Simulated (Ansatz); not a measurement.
# CH4CoO+ (triplet): energies up the ladder, part 2 of 2

The task, for CH4CoO+ (triplet): energies up the ladder. Charge +1. Spin multiplicity 3.

Ansatz 0.2.0, Gaussian bases. The steps go on from the part before.

### 6 Single point, r2SCAN-D4/def2-TZVPP

Input file input.yaml:

```yaml
crystal:
  periodic: [false, false, false]
  atoms:
    - { symbol: C, position_ang: [-1.44886307, -1.22873345, -1.00482265] }
    - { symbol: O, position_ang: [-0.62461829, -0.86401933, 0.13335956] }
    - { symbol: Co, position_ang: [0.62453712, 0.60676027, 0.30362483] }
    - { symbol: H, position_ang: [-1.1741651, -2.22607576, -1.34272956] }
    - { symbol: H, position_ang: [-2.49764303, -1.18500091, -0.71765211] }
    - { symbol: H, position_ang: [-1.25060846, -0.50488185, -1.79024596] }
    - { symbol: H, position_ang: [-0.77390917, -1.48292897, 0.85331589] }
magnetization:
  spin_polarized: true
  initial_magnetization: 2
total_charge: 1
basis:
  gaussian: { orbitals: def2-TZVPP }
hamiltonian:
  xc: r2scan
  dispersion: d4
```

Started as:

```bash
$ ansatz run input.yaml --threads 4 --pin off --max-ram 10240MiB --backend cpu --events-out ev --progress --plain --runs-dir out
```

Standard output:

```text
Warning: RAYON_NUM_THREADS=4 ignored (pool sized by the plan → 4); use --threads N
Engine: ansatz 0.2.0, aarch64-unknown-linux-gnu
Functional definition: r2SCAN
  parameter k0 = 0.174
  parameter k1 = 0.065
  parameter a1 = 4.9479
  exchange = r2scan_x(k0 = k0, k1 = k1, a1 = a1)
  correlation = r2scan_c
1053 factors; their error is unknown
mean field evaluation 1: about -40741.8629 eV, gradient 1.1e2 eV
mean field evaluation 2: about -40282.8500 eV, gradient 3.1e2 eV
mean field evaluation 4: about -40663.7808 eV, gradient 1.8e2 eV
mean field evaluation 8: about -40768.2360 eV, gradient 1.6e-1 eV
mean field evaluation 16: about -40768.2623 eV, gradient 4.5e-1 eV
mean field evaluation 32: about -40768.2540 eV, gradient 5.9e-1 eV
mean field -40768.26217401 eV, -1498.2060011742 hartree, gradient 8.4e-6 eV, S^2 2.030701; 7 other end points of the search recorded, 0 dependent functions left out
reference -40768.26219139 eV, -1498.2060018131 hartree; 23, 21 occupied and 159, 161 virtual orbitals, 1053 factors
Total energy: -40768.28631923 eV, -1498.2068884946 hartree
```

Run time: 47 s. Hardware: 4 threads of Arm Neoverse N1, shared host; peak memory 0.46 GiB.

### 7 Single point, B3LYP-D4/def2-TZVPP

input.yaml, as its differences from that of step 6:

```diff
@@ -17,3 +17,3 @@
 hamiltonian:
-  xc: r2scan
+  xc: { name: B3LYP }
   dispersion: d4
```

Started as:

```bash
$ ansatz run input.yaml --threads 4 --pin off --max-ram 10240MiB --backend cpu --events-out ev --progress --plain --runs-dir out
```

Standard output:

```text
Warning: RAYON_NUM_THREADS=4 ignored (pool sized by the plan → 4); use --threads N
Engine: ansatz 0.2.0, aarch64-unknown-linux-gnu
Functional definition: B3LYP
  parameter a0 = 0.2
  parameter ax = 0.72
  parameter ac = 0.81
  exchange = (1 - a0 - ax)*slater_x + ax*b88_x + a0*exact_x
  correlation = (1 - ac)*vwn_rpa_c + ac*lyp_c
1123 factors; their error is unknown
mean field evaluation 1: about -40745.8053 eV, gradient 1.1e2 eV
mean field evaluation 2: about -40265.8300 eV, gradient 3.1e2 eV
mean field evaluation 4: about -40677.7468 eV, gradient 1.7e2 eV
mean field evaluation 8: about -40771.6098 eV, gradient 8.2e-1 eV
mean field evaluation 16: about -40771.7695 eV, gradient 7.6e-4 eV
mean field evaluation 32: about -40771.7695 eV, gradient 2.7e-6 eV
mean field evaluation 64: about -40771.7295 eV, gradient 2.4e-1 eV
mean field -40771.76950982 eV, -1498.3348933878 hartree, gradient 7.3e-6 eV, S^2 2.025209; 6 other end points of the search recorded, 0 dependent functions left out
reference -40771.76973950 eV, -1498.3349018286 hartree; 23, 21 occupied and 159, 161 virtual orbitals, 1123 factors
Total energy: -40771.94211383 eV, -1498.3412364682 hartree
```

It took 33 s on 4 threads of Arm Neoverse N1, shared host; peak memory 0.69 GiB.

### 8 Single point, wB97M-V/def2-TZVPP

input.yaml, as its differences from that of step 7:

```diff
@@ -17,3 +17,2 @@
 hamiltonian:
-  xc: { name: B3LYP }
-  dispersion: d4
+  xc: { name: wB97M-V }
```

Started as:

```bash
$ ansatz run input.yaml --threads 4 --pin off --max-ram 10240MiB --backend cpu --events-out ev --progress --plain --runs-dir out
```

Standard output (excerpt; [...] marks lines left out):

```text
Warning: RAYON_NUM_THREADS=4 ignored (pool sized by the plan → 4); use --threads N
[...]
Functional definition: wB97M-V
[...]
  gx(w, u) = 1 - cx + cx01*u + cx10*w
  gss(w, u) = css00 + css04*u^4 + css10*w + css20*w^2 + css43*w^4*u^3
  gos(w, u) = cos00 + cos10*w + (cos20 + cos21*u)*w^2 + (cos60 + cos61*u)*w^6
[...]
      + integral(e_c_pw_mod_opposite_spin*gos(b97_w_opposite, b97_u_opposite)) + vv10(b, c)
1108 factors; their error is unknown
213 factors; integrals over basis functions are off by at most 3.8e-5 eV
[...]
mean field -40767.14235674 eV, -1498.1648486485 hartree, gradient 7.8e-6 eV, S^2 2.027596; 6 other end points of the search recorded, 0 dependent functions left out
reference -40767.14240643 eV, -1498.1648504746 hartree; 23, 21 occupied and 159, 161 virtual orbitals, 1108 factors
Total energy: -40767.14240643 eV, -1498.1648504746 hartree
```

Wall time 1.8 min (4 threads of Arm Neoverse N1, shared host); peak memory 0.9 GiB.

### 9 Single point, B2PLYP/def2-TZVPP

input.yaml, as its differences from that of step 8:

```diff
@@ -17,2 +17,2 @@
 hamiltonian:
-  xc: { name: wB97M-V }
+  xc: { name: B2PLYP }
```

Started as:

```bash
$ ansatz run input.yaml --threads 4 --pin off --max-ram 10240MiB --backend cpu --events-out ev --progress --plain --runs-dir out
```

Standard output (excerpt; [...] marks lines left out):

```text
Warning: RAYON_NUM_THREADS=4 ignored (pool sized by the plan → 4); use --threads N
[...]
Functional definition: B2PLYP
[...]
1149 factors; integrals over basis functions are off by at most 9.4e-4 eV
[...]
mean field -40754.19457369 eV, -1497.6890263979 hartree, gradient 2.2e-10 eV, S^2 2.004501; 8 other end points of the search recorded, 0 dependent functions left out
7 core orbitals not correlated: weight in the atoms' cores, before any rotation towards them, 1.000 or more for the frozen orbitals, at most 0.000 for the correlated occupied ones
reference -40754.19471435 eV, -1497.6890315671 hartree; 16, 14 occupied and 159, 161 virtual orbitals, 1149 factors
second order -34.23765258 eV of doubles, -0.00000000 eV of singles
Total energy: -40763.43888055 eV, -1498.0287484088 hartree
```

Wall time 6.1 min (4 threads of Arm Neoverse N1, shared host); peak memory 0.7 GiB.

### 10 Single point, LDA/def2-TZVPP

input.yaml, as its differences from that of step 9:

```diff
@@ -17,2 +17,2 @@
 hamiltonian:
-  xc: { name: B2PLYP }
+  xc: lda
```

Started as:

```bash
$ ansatz run input.yaml --threads 4 --pin off --max-ram 10240MiB --backend cpu --events-out ev --progress --plain --runs-dir out
```

Standard output (excerpt; [...] marks lines left out):

```text
Warning: RAYON_NUM_THREADS=4 ignored (pool sized by the plan → 4); use --threads N
[...]
Functional definition: SPW92
[...]
1053 factors; their error is unknown
[...]
mean field -40675.01935512 eV, -1494.7793907822 hartree, gradient 2.9e-6 eV, S^2 2.034191; 10 other end points of the search recorded, 0 dependent functions left out
reference -40675.01939533 eV, -1494.7793922600 hartree; 23, 21 occupied and 159, 161 virtual orbitals, 1053 factors
Total energy: -40675.01939533 eV, -1494.7793922600 hartree
```

Run time: 17 s. Hardware: 4 threads of Arm Neoverse N1, shared host; peak memory 0.51 GiB.

### 11 Single point, PBE0-D4/def2-SVP

input.yaml, as its differences from that of step 10:

```diff
@@ -15,4 +15,5 @@
 basis:
-  gaussian: { orbitals: def2-TZVPP }
+  gaussian: { orbitals: def2-SVP }
 hamiltonian:
-  xc: lda
+  xc: pbe0
+  dispersion: d4
```

Started as:

```bash
$ ansatz run input.yaml --threads 4 --pin off --max-ram 10240MiB --backend cpu --events-out ev --progress --plain --runs-dir out
```

Standard output (excerpt; [...] marks lines left out):

```text
Warning: RAYON_NUM_THREADS=4 ignored (pool sized by the plan → 4); use --threads N
[...]
Functional definition: PBE0
[...]
815 factors; integrals over basis functions are off by at most 1.0e-3 eV
[...]
mean field -40751.42275386 eV, -1497.5871638978 hartree, gradient 9.1e-6 eV, S^2 2.153941; 6 other end points of the search recorded, 0 dependent functions left out
reference -40751.42279266 eV, -1497.5871653238 hartree; 23, 21 occupied and 56, 58 virtual orbitals, 815 factors
Total energy: -40751.51119004 eV, -1497.5904138674 hartree
```

Run time: 13 s. Hardware: 4 threads of Arm Neoverse N1, shared host; peak memory 0.23 GiB.

### 12 Single point, PBE-D4/def2-SVP

input.yaml, as its differences from that of step 11:

```diff
@@ -17,3 +17,3 @@
 hamiltonian:
-  xc: pbe0
+  xc: pbe
   dispersion: d4
```

Started as:

```bash
$ ansatz run input.yaml --threads 4 --pin off --max-ram 10240MiB --backend cpu --events-out ev --progress --plain --runs-dir out
```

Standard output (excerpt; [...] marks lines left out):

```text
Warning: RAYON_NUM_THREADS=4 ignored (pool sized by the plan → 4); use --threads N
[...]
Functional definition: PBE
[...]
919 factors; their error is unknown
[...]
mean field -40750.60290838 eV, -1497.5570351322 hartree, gradient 9.8e-6 eV, S^2 2.109736; 10 other end points of the search recorded, 0 dependent functions left out
reference -40750.60295916 eV, -1497.5570369982 hartree; 23, 21 occupied and 56, 58 virtual orbitals, 919 factors
Total energy: -40750.70847909 eV, -1497.5609147843 hartree
```

Wall time 14 s (4 threads of Arm Neoverse N1, shared host); peak memory 0.19 GiB.

### 13 Geometries side by side

```
             level  C1–O2 (Å)  O2–Co3 (Å)  rotational constants (MHz)  highest frequency (cm⁻¹)  CPU time
PBE0-D4/def2-TZVPP     1.4518      1.9372       45895, 3630.4, 3438.7                      3852    18 min
```

Constants are for the commonest isotopes at the equilibrium geometry; times are CPU times of the relaxations.

### 14 Total energies

```
               level  energy (eV)  CPU time
   PBE-D4/def2-TZVPP  -40760.2336   2.1 min
r2SCAN-D4/def2-TZVPP  -40768.2863     3 min
 B3LYP-D4/def2-TZVPP  -40771.9421   2.1 min
  wB97M-V/def2-TZVPP  -40767.1424   6.8 min
   B2PLYP/def2-TZVPP  -40763.4389    24 min
      LDA/def2-TZVPP  -40675.0194      61 s
    PBE0-D4/def2-SVP  -40751.5112      51 s
     PBE-D4/def2-SVP  -40750.7085      51 s
```

### 15 Results

This closing draws on all 2 parts.

| quantity | value |
| --- | --- |
| C1–O2 at PBE0-D4/def2-TZVPP | 1.452 Å |
| O2–Co3 at PBE0-D4/def2-TZVPP | 1.937 Å |
| frequencies at PBE0-D4/def2-TZVPP | 24 to 3852 cm⁻¹ |
| energy at PBE-D4/def2-SVP | -40750.708 eV |

In words: No mode is imaginary, so the geometry is a minimum. These totals serve in differences with atoms or fragments at the same level; alone they don't rank the methods. <S²> exceeds the pure value by up to 0.15: some mean fields break spin symmetry, which blurs their results.
